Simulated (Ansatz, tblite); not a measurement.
**The cluster Si5O4: rung by rung**

Aim: run the singlet of the cluster Si5O4 at one geometry on many levels, and compare frontier levels, spin and run time.

Method: as each input shows; program: Ansatz 0.2.0, Gaussian basis.

The runs, in order: GFN1-xTB, GFN2-xTB, PBE-D4/def2-TZVP, r2SCAN-D4/def2-TZVP, BHLYP-D4/def2-TZVP, r2SCANh-D4/def2-TZVP, PBE-QIDH/def2-TZVP, PBE-D4/def2-SVP, PBE0-D4/def2-SVP, HF/STO-3G, CCSD(T)/def2-SVP, MP2/def2-TZVP.

2 further runs of the same task are left out: 2 set aside as unsound or not needed. Runs told in other sessions of the task aren't counted.

## Step 1: The structure

The singlet was relaxed beforehand with PBE-D4/def2-SVP. At that level it is the lowest of the isomers that a small search found.

9 atoms, charge 0, spin multiplicity 1.

Bond lengths: Si1–Si2 2.508 Å, Si1–O6 1.938 Å, Si1–O7 1.760 Å, Si2–Si3 2.508 Å, Si2–O6 1.897 Å, Si2–O9 1.897 Å, Si3–O8 1.760 Å, Si3–O9 1.939 Å, Si4–O6 1.767 Å, Si4–O8 1.674 Å, Si5–O7 1.674 Å, Si5–O9 1.767 Å. Angles: Si2–Si1–O6 48.5°, Si2–Si1–O7 91.6°, O6–Si1–O7 96.0°, Si1–Si2–Si3 125.8°, Si1–Si2–O6 49.9°, Si1–Si2–O9 90.2°, Si3–Si2–O6 90.2°, Si3–Si2–O9 49.9°, O6–Si2–O9 90.6°, Si2–Si3–O8 91.6°, Si2–Si3–O9 48.5°, O8–Si3–O9 96.0°, O6–Si4–O8 96.8°, O7–Si5–O9 96.8°, Si1–O6–Si2 81.7°, Si1–O6–Si4 138.6°, Si2–O6–Si4 126.7°, Si1–O7–Si5 134.2° and more.

Geometry (Å):

```xyz
9

Si    1.3771    0.7406    1.6703
Si    0.5032    1.4596   -0.5680
Si   -1.0702    0.1501   -2.0167
Si   -1.9367   -0.0407    1.0204
Si    1.3366   -1.6998   -0.3433
O    -0.4287    0.8789    0.9794
O     1.6728   -0.8923    1.0845
O    -2.0731   -0.2687   -0.6327
O     0.6189   -0.3277   -1.1940
```

PBE0-D4/def2-TZVP was run before; its log isn't repeated, and its numbers join the tables.

## Step 2: GFN1-xTB

Tight binding, by tblite at 300 K electronic temperature and without a spin-polarisation term:

```python
tblite.interface.Calculator('GFN1-xTB', numbers, positions, charge=0, uhf=0).singlepoint()
```

Energy -770.9354 eV, HOMO -6.50 eV, LUMO -5.12 eV; 0.011 s.

## Step 3: GFN2-xTB

Tight binding, by tblite at 300 K electronic temperature and without a spin-polarisation term:

```python
tblite.interface.Calculator('GFN2-xTB', numbers, positions, charge=0, uhf=0).singlepoint()
```

Energy -683.4789 eV, HOMO -7.10 eV, LUMO -5.89 eV; 0.013 s.

## Step 4: PBE-D4/def2-TZVP

start.molden holds the orbitals of an earlier run on this state, given as this run's starting guess.

in.yaml reads:

```yaml
crystal:
  periodic: [false, false, false]
  atoms:
    - {symbol: Si, position_ang: [1.377125, 0.740569, 1.670346]}
    - {symbol: Si, position_ang: [0.503233, 1.459639, -0.567954]}
    - {symbol: Si, position_ang: [-1.070153, 0.150062, -2.016677]}
    - {symbol: Si, position_ang: [-1.936671, -0.040669, 1.020377]}
    - {symbol: Si, position_ang: [1.336633, -1.699808, -0.343304]}
    - {symbol: O, position_ang: [-0.428743, 0.878883, 0.979428]}
    - {symbol: O, position_ang: [1.672773, -0.892294, 1.084469]}
    - {symbol: O, position_ang: [-2.073113, -0.268681, -0.632699]}
    - {symbol: O, position_ang: [0.618907, -0.327699, -1.193976]}
basis:
  gaussian: {orbitals: def2-TZVP, initial_orbitals: start.molden}
hamiltonian: {xc: pbe, dispersion: d4}
scf: {omitted_lower_state_checks: [starts]}
output: {forces: true, orbitals: {seedname: orbitals}}
```

The run is started by

```sh
$ ansatz run in.yaml --threads 4 --pin off --events-out ev --progress --plain --max-ram 4787MiB
```

The runs that follow: r2SCAN-D4/def2-TZVP; BHLYP-D4/def2-TZVP; r2SCANh-D4/def2-TZVP; PBE-QIDH/def2-TZVP; PBE-D4/def2-SVP; PBE0-D4/def2-SVP; HF/STO-3G; CCSD(T)/def2-SVP; MP2/def2-TZVP.

Before running them: what should the planned runs give, taken together? Wanted: gap in def2-TZVP, named functionals, smallest and largest; correlation energy, CCSD(T)/def2-SVP; correlation energy, MP2/def2-TZVP; binding an atom, functionals in def2-TZVP; PBE0 total energy, smallest basis above largest.

The runs gave:

```
                                                 quantity                                 value
gap in def2-TZVP, named functionals, smallest and largest  1.64 eV (PBE-D4), 4.75 eV (BHLYP-D4)
                     correlation energy, CCSD(T)/def2-SVP                             -33.31 eV
                        correlation energy, MP2/def2-TZVP                             -39.13 eV
                binding an atom, functionals in def2-TZVP   4.36 (BHLYP-D4) to 4.84 eV (PBE-D4)
          PBE0 total energy, smallest basis above largest        23.85 eV (def2-SVP, def2-TZVP)
```

In words: Orbital gaps of the named functionals in def2-TZVP span 1.64 eV (PBE-D4) to 4.75 eV (BHLYP-D4); exact exchange widens it. Notes on CCSD(T)/def2-SVP: large T1 diagnostic.
